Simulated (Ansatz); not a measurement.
# CH₄BF₂N: small, medium and large basis sets

Aim: see how fast density functionals converge with the basis set for CH₄BF₂N.

Program: Ansatz 0.2.0, Gaussian basis. Level of theory: one geometry, several basis sets. These are calculated values, not measurements.

Levels to be run: PBE0-D4/def2-SVP; ωB97M-V/def2-SVP; PBE0-D4/def2-QZVPP; ωB97M-V/def2-QZVPP; the functionals' def2-TZVPP values are taken from earlier runs.

### 1 Structure used throughout

All runs share one geometry, relaxed beforehand with PBE0-D4 in a triple-zeta def2 set.

SMILES `CNB(F)F`, 9 atoms, charge 0, spin multiplicity 1.

Atoms are counted from 1 here; the program's logs count them from 0.

Bond lengths: C1–N2 1.444 Å, C1–H6 1.094 Å, C1–H7 1.089 Å, C1–H8 1.094 Å, N2–B3 1.390 Å, N2–H9 1.006 Å, B3–F4 1.332 Å, B3–F5 1.332 Å. Angles: N2–C1–H6 111.6°, N2–C1–H7 109.2°, N2–C1–H8 111.6°, H6–C1–H7 108.0°, H6–C1–H8 108.3°, H7–C1–H8 108.0°, C1–N2–B3 126.1°, C1–N2–H9 115.8°, B3–N2–H9 118.0°, N2–B3–F4 121.7°, N2–B3–F5 120.9°, F4–B3–F5 117.4°.

### 2 PBE0-D4 in def2-SVP

File in.yaml:

```yaml
crystal:
  periodic: [false, false, false]
  atoms:
    - {symbol: C, position_ang: [-1.124682, -0.226527, -0.072290]}
    - {symbol: N, position_ang: [0.129227, 0.271065, 0.442962]}
    - {symbol: B, position_ang: [1.376672, 0.124761, -0.153598]}
    - {symbol: F, position_ang: [1.528214, -0.519588, -1.308941]}
    - {symbol: F, position_ang: [2.470473, 0.628679, 0.415989]}
    - {symbol: H, position_ang: [-1.832030, 0.585610, -0.263690]}
    - {symbol: H, position_ang: [-0.945406, -0.745349, -1.013213]}
    - {symbol: H, position_ang: [-1.591978, -0.933288, 0.619534]}
    - {symbol: H, position_ang: [0.078011, 0.768337, 1.316148]}
basis:
  gaussian: {orbitals: def2-SVP}
hamiltonian: {xc: pbe0, dispersion: d4}
output: {orbitals: {seedname: orbitals}}
```

Further steps of the session: ωB97M-V in def2-SVP; PBE0-D4 in def2-QZVPP; ωB97M-V in def2-QZVPP.

Q: Predict the results of all the runs planned. Wanted: PBE0-D4: double and triple zeta above quadruple; ωB97M-V: double and triple zeta above quadruple.

The runs gave:

```
                                       quantity           value
PBE0-D4: double and triple zeta above quadruple  10.77, 0.47 eV
ωB97M-V: double and triple zeta above quadruple  11.01, 0.45 eV
```

**Reading.** For PBE0-D4 the step from double to triple zeta gains 10.30 eV and the next only 0.47 eV. These are total energies; as a rule much of such shifts cancels in differences, which this series doesn't test. The LUMO of ωB97M-V is positive and keeps falling with the basis (3.31 to 1.51 eV): an unbound level that the basis holds in place.
